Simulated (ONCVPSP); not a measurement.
# W: variants of one ONCV potential, part 2 of 2

One potential is built and tested. Then one design choice at a time is changed, to learn what it costs or gains.

ONCVPSP 4.0.1; first potential LDA (Perdew-Wang 92), scalar-relativistic. The steps go on from the part before.

## Step 6: Variant: f: qcut 28.2 → 36 1/bohr

W.dat

```
# ATOM AND REFERENCE CONFIGURATION
# atsym  z   nc   nv     iexc    psfile
  W 74.00    9    5  -001012      upf
#
#   n    l    f
    1    0    2.00
    2    0    2.00
    2    1    6.00
    3    0    2.00
    3    1    6.00
    3    2   10.00
    4    0    2.00
    4    1    6.00
    4    2   10.00
    4    3   14.00
    5    0    2.00
    5    1    6.00
    5    2    4.00
    6    0    2.00
#
# PSEUDOPOTENTIAL AND OPTIMIZATION
# lmax
    3
#
#   l,   rc,      ep,       ncon, nbas, qcut
    0    1.55    0.00    3    8    8.80
    1    2.05    0.00    3    8    6.50
    2    2.20    0.00    3    8    7.10
    3    0.60    0.00    4    9   36.00
#
# LOCAL POTENTIAL
# lloc, lpopt,  rc(5),   dvloc0
    4    5    0.40    0.00
#
# VANDERBILT-KLEINMAN-BYLANDER PROJECTORs
# l, nproj, debl
    0    2    1.80
    1    1    2.20
    2    2    2.90
    3    2    0.80
#
# MODEL CORE CHARGE
# icmod, fcfact, rcfact
    3    3.50    1.20
#
# LOG DERIVATIVE ANALYSIS
# epsh1, epsh2, depsh
   -4.00    5.00    0.02
#
# OUTPUT GRID
# rlmax, drl
    6.00    0.01
#
# TEST CONFIGURATIONS
# ncnf
    4
# nvcnf
#   n    l    f
    5
    4    3   14.00
    5    0    2.00
    5    1    6.00
    5    2    4.00
    6    0    1.00
#
    5
    4    3   14.00
    5    0    2.00
    5    1    6.00
    5    2    4.00
    6    0    0.00
#
    5
    4    3   14.00
    5    0    2.00
    5    1    6.00
    5    2    3.00
    6    0    0.00
#
    5
    4    3   14.00
    5    0    2.00
    5    1    6.00
    5    2    4.50
    6    0    1.50
#
```

Command:

```bash
$ oncvpsp.x < W.dat > W.out
```

What the program wrote to W.out (without the consistency checks and plot data):

```text
ONCVPSP  (Optimized Norm-Conservinng Vanderbilt PSeudopotential)
scalar-relativistic version 4.0.1

[... all-electron levels as in step 2 ...]

Begin loop to  construct optimized pseudo wave functions
and semi-local pseudopoentials for all angular momenta

Calculating optimized projector #   1

 for l=   0

    Fraction of norm inside rc  0.908356
    Optimizing pswf for qcut=   8.80 a_B^-1,  ecut=  38.75 Ha
    Residual kinetic energy error=  2.74D-07 Ha

    Energy error per electron        Cutoff
         Ha          eV             Ha
         0.01000     0.27211       20.44
         0.00100     0.02721       25.90
         0.00010     0.00272       30.14
         0.00001     0.00027       33.67

Calculating optimized projector #   2

 for l=   0

    Fraction of norm inside rc  0.047473
    Optimizing pswf for qcut=   8.80 a_B^-1,  ecut=  38.75 Ha
    Residual kinetic energy error=  1.04D-07 Ha

    Energy error per electron        Cutoff
         Ha          eV             Ha
         0.01000     0.27211       16.20
         0.00100     0.02721       22.98
         0.00010     0.00272       28.21
         0.00001     0.00027       32.53

Calculating optimized projector #   1

 for l=   1

    Fraction of norm inside rc  0.950344
    Optimizing pswf for qcut=   6.50 a_B^-1,  ecut=  21.15 Ha
    Residual kinetic energy error=  2.49D-08 Ha

    Energy error per electron        Cutoff
         Ha          eV             Ha
         0.01000     0.27211        9.31
         0.00100     0.02721       12.12
         0.00010     0.00272       14.48
         0.00001     0.00027       16.39

   Wellstate for l =  2  n =  7
     eigenvalue =   2.7280
     asymptotic potential =   3.2280
     half-point radius =  3.5109

Calculating optimized projector #   1

 for l=   2

    Fraction of norm inside rc  0.642150
    Optimizing pswf for qcut=   7.10 a_B^-1,  ecut=  25.19 Ha
    Residual kinetic energy error=  1.44D-08 Ha

    Energy error per electron        Cutoff
         Ha          eV             Ha
         0.01000     0.27211       10.75
         0.00100     0.02721       14.32
         0.00010     0.00272       17.42
         0.00001     0.00027       19.95

Calculating optimized projector #   2

 for l=   2

    Fraction of norm inside rc  0.220058
    Optimizing pswf for qcut=   7.10 a_B^-1,  ecut=  25.19 Ha
    Residual kinetic energy error=  1.08D-07 Ha

    Energy error per electron        Cutoff
         Ha          eV             Ha
         0.01000     0.27211       13.14
         0.00100     0.02721       16.50
         0.00010     0.00272       18.88
         0.00001     0.00027       20.62

WARNING wellstate: negative energy specified for n= 5 l=  3
WARNING scattering state with energy  0.25000000
WARNING will be used for the first projector

   Wellstate for l =  3  n =  5
     eigenvalue =   0.2500
     asymptotic potential =   0.7500
     half-point radius = 11.5154

Calculating optimized projector #   1

 for l=   3

    Fraction of norm inside rc  0.583607
    Optimizing pswf for qcut=  36.03 a_B^-1,  ecut= 649.15 Ha
    Residual kinetic energy error=  2.08D-08 Ha

    Energy error per electron        Cutoff
         Ha          eV             Ha
         0.01000     0.27211      373.63
         0.00100     0.02721      436.64
         0.00010     0.00272      490.14
         0.00001     0.00027      534.39

Calculating optimized projector #   2

 for l=   3

    Fraction of norm inside rc  0.000418
    Optimizing pswf for qcut=  36.03 a_B^-1,  ecut= 649.15 Ha
    Residual kinetic energy error=  5.84D-12 Ha

    Energy error per electron        Cutoff
         Ha          eV             Ha
         0.01000     0.27211       76.29
         0.00100     0.02721      196.75
         0.00010     0.00272      293.98
         0.00001     0.00027      372.69

Construct Vanderbilt / Kleinmman-Bylander projectors

B matrix Hermiticity error, ll=   0
   1   2    3.6999E-04

  Orthonormal projector coefficients  3.4487E+01  5.2099E+00

B matrix Hermiticity error, ll=   2
   1   2   -2.5933E-04

  Orthonormal projector coefficients  1.7956E+01  1.1102E+00

B matrix Hermiticity error, ll=   3
   1   2    4.7727E-05

  Orthonormal projector coefficients -3.7847E+01 -9.8895E+00

Model core correction analysis
  based on d2Exc/dn_idn_j

d2excae - all-electron derivatives

   -2.448178D-02   -1.137150D-02   -8.234187D-03   -2.933374D-03
   -9.036156D-04
   -1.137139D-02   -2.560138D-02   -2.272557D-02   -1.045597D-02
   -1.923701D-03
   -8.234113D-03   -2.272557D-02   -2.279971D-02   -1.361850D-02
   -3.194015D-03
   -2.933356D-03   -1.045600D-02   -1.361849D-02   -1.656103D-02
   -1.242846D-02
   -9.036117D-04   -1.923691D-03   -3.193904D-03   -1.242676D-02
   -2.159766D-02

d2excps - pseudofunction derivatives with no core correction

   -4.885686D-02   -1.619862D-02   -1.245350D-02   -3.263936D-03
   -1.343380D-03
   -1.619857D-02   -2.822178D-02   -2.433429D-02   -1.140740D-02
   -2.116885D-03
   -1.245351D-02   -2.433437D-02   -2.298872D-02   -1.387312D-02
   -3.370013D-03
   -3.263927D-03   -1.140747D-02   -1.387310D-02   -1.693249D-02
   -1.248781D-02
   -1.343388D-03   -2.116882D-03   -3.369903D-03   -1.248611D-02
   -2.161381D-02

rms 2nd derivative error    5.258360E-03

rmatch, rhocmatch    0.6614   47.3556

Teter function model core charge with specified parameters

d2excps - pseudofunction derivatives with core correction

   -3.850462D-02   -1.434232D-02   -1.107507D-02   -3.084172D-03
   -1.166517D-03
   -1.434222D-02   -2.705023D-02   -2.351391D-02   -1.124567D-02
   -2.019472D-03
   -1.107502D-02   -2.351398D-02   -2.241210D-02   -1.375928D-02
   -3.301848D-03
   -3.084157D-03   -1.124573D-02   -1.375926D-02   -1.690660D-02
   -1.247531D-02
   -1.166517D-03   -2.019466D-03   -3.301737D-03   -1.247361D-02
   -2.160533D-02

rms 2nd derivative error    3.069603E-03

Pseudoatom total energy -375.116942

Diagnostic tests using Vanderbilt-Kleinman-Bylander pseudopotentials
  1 or more projectors used as specified by nproj input data

   l    rcore       rmatch      e in        delta e   norm test  slope test

   0   1.5558599   1.6030992  -2.9141510   0.0000124   1.0002451   1.0002473
   0   1.5558599   1.6030992  -0.2169367   0.0000071   1.0000640   1.0000481

   1   2.0609886   2.1235647  -1.5944019   0.0000005   1.0000003   0.9999985

   2   2.2011689   2.2680012  -0.1719593  -0.0000012   1.0000465   1.0000485
   2   2.2011689   2.2680012   2.7280407   0.0000560   1.0001853   1.0001853

   3   0.6010236   0.6192720  -1.2296833   0.0001005   1.0006579   1.0000856
   3   0.6010236   0.6192720   0.2500000  -0.0009451   1.0011808   1.0011808

 Testing for bound ghosts
   n   l    E NL Schr. Eq   E Basis Diag.   E Cutoff

       0                      -90.194767    109.04  WARNING - GHOST(-)
       0                       -7.708793    109.04  WARNING - GHOST(-)
   1   0       -2.914139       -2.914116    109.04
   2   0       -0.216930       -0.134248    109.04

       1                      -43.561408     52.86  WARNING - GHOST(-)
   2   1       -1.594401       -1.594231     52.86

       2                       -9.549831     71.08  WARNING - GHOST(-)
   3   2       -0.171961       -0.170389     71.08

   4   3       -1.229583       -1.190781   1364.80

 Testing for highly-localized positive-energy ghosts
       l    <radius>/rc     E Basis Diag.   E Cutoff

Test configuration 0

   n   l     f        eae           eps        diff
   1   0  2.0000-2551.86243203
   2   0  2.0000 -440.48929288
   2   1  6.0000 -385.36174998
   3   0  2.0000 -101.42896722
   3   1  6.0000  -85.10698897
   3   2 10.0000  -66.30496575
   4   0  2.0000  -20.89957174
   4   1  6.0000  -15.54354244
   4   2 10.0000   -8.75566686
   4   3 14.0000   -1.22968332   -1.22958285    1.00D-04
   5   0  2.0000   -2.91415101   -2.91413863    1.24D-05
   5   1  6.0000   -1.59440194   -1.59440146    4.81D-07
   5   2  4.0000   -0.17195933   -0.17196054   -1.20D-06
   6   0  2.0000   -0.21693672   -0.21692965    7.06D-06

    Total energies and differences
      AE_ref= -1.61330958D+04  AE_tst= -1.61330958D+04  dif=  0.00D+00
      PS_ref= -3.75116942D+02  PS_tst= -3.75116942D+02  dif= -1.71D-13
      PSP excitation error=  1.71D-13

Test configuration 1

   n   l     f        eae           eps        diff
   1   0  2.0000-2552.14244452
   2   0  2.0000 -440.76739100
   2   1  6.0000 -385.63991795
   3   0  2.0000 -101.70726924
   3   1  6.0000  -85.38529202
   3   2 10.0000  -66.58312830
   4   0  2.0000  -21.17796169
   4   1  6.0000  -15.82191042
   4   2 10.0000   -9.03394633
   4   3 14.0000   -1.50789877   -1.50896076   -1.06D-03
   5   0  2.0000   -3.19235190   -3.19252553   -1.74D-04
   5   1  6.0000   -1.87300341   -1.87310534   -1.02D-04
   5   2  4.0000   -0.44082075   -0.44079619    2.46D-05
   6   0  1.0000   -0.45856944   -0.45858290   -1.35D-05

    Total energies and differences
      AE_ref= -1.61330958D+04  AE_tst= -1.61327604D+04  dif=  3.35D-01
      PS_ref= -3.75116942D+02  PS_tst= -3.74781476D+02  dif=  3.35D-01
      PSP excitation error= -1.17D-04

Test configuration 2

   n   l     f        eae           eps        diff
   1   0  2.0000-2552.46365723
   2   0  2.0000 -441.08599442
   2   1  6.0000 -385.95862691
   3   0  2.0000 -102.02578329
   3   1  6.0000  -85.70380993
   3   2 10.0000  -66.90150957
   4   0  2.0000  -21.49653297
   4   1  6.0000  -16.14046013
   4   2 10.0000   -9.35238171
   4   3 14.0000   -1.82609655   -1.82826235   -2.17D-03
   5   0  2.0000   -3.50978930   -3.51011815   -3.29D-04
   5   1  6.0000   -2.18986553   -2.19007351   -2.08D-04
   5   2  4.0000   -0.74222097   -0.74215337    6.76D-05

    Total energies and differences
      AE_ref= -1.61330958D+04  AE_tst= -1.61321718D+04  dif=  9.24D-01
      PS_ref= -3.75116942D+02  PS_tst= -3.74192592D+02  dif=  9.24D-01
      PSP excitation error= -3.34D-04

Test configuration 3

   n   l     f        eae           eps        diff
   1   0  2.0000-2552.94277433
   2   0  2.0000 -441.56686801
   2   1  6.0000 -386.43950989
   3   0  2.0000 -102.50362419
   3   1  6.0000  -86.18166909
   3   2 10.0000  -67.37992227
   4   0  2.0000  -21.97398037
   4   1  6.0000  -16.61801581
   4   2 10.0000   -9.83008685
   4   3 14.0000   -2.30264271   -2.29954601    3.10D-03
   5   0  2.0000   -3.98028780   -3.97944119    8.47D-04
   5   1  6.0000   -2.65040566   -2.65006597    3.40D-04
   5   2  3.0000   -1.15529918   -1.15507608    2.23D-04

    Total energies and differences
      AE_ref= -1.61330958D+04  AE_tst= -1.61312271D+04  dif=  1.87D+00
      PS_ref= -3.75116942D+02  PS_tst= -3.73247928D+02  dif=  1.87D+00
      PSP excitation error= -3.55D-04

Test configuration 4

   n   l     f        eae           eps        diff
   1   0  2.0000-2551.82602472
   2   0  2.0000 -440.45110117
   2   1  6.0000 -385.32362185
   3   0  2.0000 -101.39130516
   3   1  6.0000  -85.06932598
   3   2 10.0000  -66.26712046
   4   0  2.0000  -20.86189582
   4   1  6.0000  -15.50581332
   4   2 10.0000   -8.71782047
   4   3 14.0000   -1.19192780   -1.19358710   -1.66D-03
   5   0  2.0000   -2.87712143   -2.87745399   -3.33D-04
   5   1  6.0000   -1.55980395   -1.55999509   -1.91D-04
   5   2  4.5000   -0.14934148   -0.14932371    1.78D-05
   6   0  1.5000   -0.20644558   -0.20645730   -1.17D-05

    Total energies and differences
      AE_ref= -1.61330958D+04  AE_tst= -1.61330703D+04  dif=  2.55D-02
      PS_ref= -3.75116942D+02  PS_tst= -3.75091355D+02  dif=  2.56D-02
      PSP excitation error= -7.56D-05
```

Run time: 6.5 s. Hardware: 1 thread, shared host.

The projector energies used in the f channel were -1.230, 0.250 Ha; the program set a typed value aside.

Excitation and ionisation energies from 4f14 5s2 5p6 5d4 6s2, with the error of the potential.

| valence configuration | charge | ΔE all-electron (eV) | error AE − PS (meV) |
| --- | --- | --- | --- |
| 4f14 5s2 5p6 5d4 6s1 | +1 | 9.125 | -3.2 |
| 4f14 5s2 5p6 5d4 6s0 | +2 | 25.144 | -9.1 |
| 4f14 5s2 5p6 5d3 6s0 | +3 | 50.849 | -9.7 |
| 4f14 5s2 5p6 5d4.5 6s1.5 | 0 | 0.694 | -2.1 |

With this change the loose cutoff goes from 338 Ha to 437 Ha, the largest test error goes from -9.6 to -9.7 meV and a bound ghost remains (s, p, d).

## Step 7: Results

The summary covers parts 1 to 2.

Cutoffs, loose and tight: the cutoffs (Ha) at which the residual kinetic energy of the hardest occupied pseudo-wave falls to 1 and 0.1 mHa per electron; empty and scattering waves don't count. The number of plane waves in a given cell goes as the cutoff to the power 3/2; it is given for the loose cutoff, relative to the first potential. Test errors are all-electron less pseudo. The phase difference is the largest within 0.5 Ha of zero, over the channels with partial waves. A dash means not determined. The table holds 8 more runs of the series, not printed above.

| change | outcome | cutoff, loose | cutoff, tight | plane waves, relative | bound ghosts | largest test error (meV) | phase difference near zero (rad) |
| --- | --- | --- | --- | --- | --- | --- | --- |
| first potential | generated | 338 Ha | 371 Ha | 1.00 | s, p, d | -9.6 | 0.446 |
| f: qcut 28.2 → 36 1/bohr | generated | 437 Ha | 490 Ha | 1.47 | s, p, d | -9.7 | 0.446 |
| local potential polynomial inside 0.40 bohr (lpopt 5, dvloc0 3 Ha) | generated | 338 Ha | 371 Ha | 1.00 | s, p, d | -9.7 | 0.384 |
| local potential polynomial inside 0.45 bohr (lpopt 5, dvloc0 0 Ha) | generated | 338 Ha | 371 Ha | 1.00 | s, p, d | -9.4 | 0.215 |
| core correction Teter function, fcfact 6.7, rcfact 1.2 (was Teter function, fcfact 3.5, rcfact 1.2) | generated | 338 Ha | 371 Ha | 1.00 | s, p, d | -9.7 | 0.446 |
| d: rc 2.2 → 3.12 bohr | generated | 338 Ha | 371 Ha | 1.00 | s, p, d | -9.9 | 0.446 |
| core correction Teter function, fcfact 3.5, rcfact 1.08 (was Teter function, fcfact 3.5, rcfact 1.2) | generated | 338 Ha | 371 Ha | 1.00 | s, p, d | -9.6 | 0.446 |
| p: rc 2.05 → 2.82 bohr | generated | 338 Ha | 371 Ha | 1.00 | s, p, d | -12 | 0.115 |
| p: ncon 3 → 5, nbas 8 → 10 | generated | 338 Ha | 371 Ha | 1.00 | s, p, d | -10.0 | 0.372 |
| all radii scaled by 0.76 (s 1.18, p 1.56, d 1.66, f 0.46 bohr); local potential polynomial inside 0.30 bohr (lpopt 5, dvloc0 0 Ha) | failed: ERROR pspot: first pseudo wave function has node, program will stop | – | – | – | – | – | – |

What this shows: 8 of the potentials share the lowest cutoff, 338 Ha; the highest cutoff read, 437 Ha, costs 1.5 times the plane waves. 9 of the 9 potentials written have a bound ghost. 1 of the changes stops the generator.

The first potential by itself. A bound ghost (s, p, d) makes it unfit for use: electrons can fall into a state that the atom doesn't have. The worst unpolarised test, 4f14 5s2 5p6 5d3 6s0, is off by 9.6 meV on 50.8 eV; by total energies transferability rates as good. Atomic tests can pass in spite of a ghost, since they solve only for the levels asked. By its cutoff, 338 Ha for the looser tolerance, it is very hard. At the looser tolerance the 4f wave is the slowest; 5s needs 26 Ha.
